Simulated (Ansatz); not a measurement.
The system is Ge3Pd.

```
Pd Ge
1.0
     4.14202    0.00000    0.00000
     0.00000    4.14202    0.00000
     0.00000    0.00000    4.14202
Pd Ge
1 3
Direct
  0.00000 0.00000 0.00000
  0.50000 0.50000 0.00000
  0.50000 0.00000 0.50000
  0.00000 0.50000 0.50000
```

The cell comes from a database or a generator and needn't be the stable form of this composition.

* Program: Ansatz 0.2.0
* Task: relaxation of cell and atoms
* Functional: HSE06
* Potentials or basis: Ansatz PAW
* Cutoff: 420 eV (not typed: the program's choice for these potentials)
* k mesh: 4 × 4 × 4
* Occupations: fermi-dirac, width 0.05 eV
* Spin: no spin polarisation

At the start: volume 17.77 Å³/atom.

Question: How do energy, volume and symmetry change on relaxing?

Answer: It ends after 5 steps and the volume is 17.19 Å³/atom (-3.2 %); space group Pm-3m (No. 221, to 0.05 Å).

Step by step:
```csv
step,energy change (eV),largest force (eV/Å),volume (Å³)
1,0.0000,0.0000,71.06
2,-0.0081,0.0000,67.00
3,-0.0203,0.0000,68.97
4,-0.0206,0.0000,68.75
5,-0.0192,0.0000,68.75
```

Final structure:
```
Pd Ge
1.0
     4.09669    0.00000    0.00000
     0.00000    4.09669    0.00000
     0.00000    0.00000    4.09669
Pd Ge
1 3
Direct
  0.00000 0.00000 0.00000
  0.50000 0.50000 0.00000
  0.50000 0.00000 0.50000
  0.00000 0.50000 0.50000
```

Caveat: the k mesh is coarse (spacing up to 0.38 Å⁻¹), so the values aren't converged, least of all with exact exchange; the plane-wave basis is chosen anew once the cell has moved, so the energies of steps on either side of that aren't comparable; the PAW data sets come from PBE, with cores solved anew for the run's functional, which leaves a small shift of forces and pressure.
